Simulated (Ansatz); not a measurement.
# C2H8AlNSi: the cost of one run

Method: RKS PBE0-D4/def2-SVP, in Ansatz 0.2.0.

### Step 1. The starting structure

Bond lengths: C1–Al2 1.931 Å, Al2–N3 1.885 Å, Al2–Si4 2.382 Å, N3–Si4 1.834 Å, Si4–C5 1.891 Å, C1–H6 1.092 Å, C1–H7 1.116 Å, C1–H8 1.166 Å, N3–H9 1.024 Å, Si4–H10 1.407 Å, C5–H11 1.111 Å, C5–H12 1.084 Å, C5–H13 1.142 Å. Angles (14 of 24 angles, heavy atoms first): C1–Al2–N3 150.0°, C1–Al2–Si4 153.3°, N3–Al2–Si4 49.2°, Al2–N3–Si4 79.7°, Al2–Si4–N3 51.1°, Al2–Si4–C5 113.0°, N3–Si4–C5 108.9°, Al2–C1–H6 114.0°, Al2–C1–H7 110.9°, Al2–C1–H8 108.8°, Al2–N3–H9 109.5°, Si4–N3–H9 110.7°, Al2–Si4–H10 124.1°, N3–Si4–H10 112.1°.

As a file:

```xyz
13

C    -2.4748    1.1879    0.5594
Al   -0.5766    0.8583    0.6885
N     0.8688   -0.0754    1.4583
Si    1.5455    0.2594   -0.2127
C     1.4927   -1.3360   -1.2271
H    -3.0769    0.5857    1.2425
H    -2.8333    1.0442   -0.4881
H    -2.6792    2.3097    0.8048
H     0.6238   -1.0647    1.5574
H     2.6840    1.0843   -0.1667
H     2.2456   -2.0174   -0.7753
H     1.7561   -1.0844   -2.2480
H     0.4446   -1.7862   -1.1782
```

### Step 2. End point A

input.yaml reads:

```yaml
crystal:
  periodic: [false, false, false]
  atoms:
    - { symbol: C, position_ang: [-2.4748, 1.1879, 0.5594] }
    - { symbol: Al, position_ang: [-0.5766, 0.8583, 0.6885] }
    - { symbol: "N", position_ang: [0.8688, -0.0754, 1.4583] }
    - { symbol: Si, position_ang: [1.5455, 0.2594, -0.2127] }
    - { symbol: C, position_ang: [1.4927, -1.336, -1.2271] }
    - { symbol: H, position_ang: [-3.0769, 0.5857, 1.2425] }
    - { symbol: H, position_ang: [-2.8333, 1.0442, -0.4881] }
    - { symbol: H, position_ang: [-2.6792, 2.3097, 0.8048] }
    - { symbol: H, position_ang: [0.6238, -1.0647, 1.5574] }
    - { symbol: H, position_ang: [2.684, 1.0843, -0.1667] }
    - { symbol: H, position_ang: [2.2456, -2.0174, -0.7753] }
    - { symbol: H, position_ang: [1.7561, -1.0844, -2.248] }
    - { symbol: H, position_ang: [0.4446, -1.7862, -1.1782] }
basis:
  gaussian: { orbitals: def2-SVP }
hamiltonian:
  xc: pbe0
  dispersion: d4
relax:
  f_tol: 0.015
  max_steps: 40
output:
  orbitals: {}
```

On the command line:

```sh
$ ansatz run input.yaml --threads 2 --pin off --max-ram 3072MiB --backend cpu --events-out ev --progress --plain --runs-dir out
```

**Question.** How long does this run take on 2 threads of Arm Neoverse V2, shared host, and how much memory does it need?

About 43 s, with a peak of 0.27 GiB.
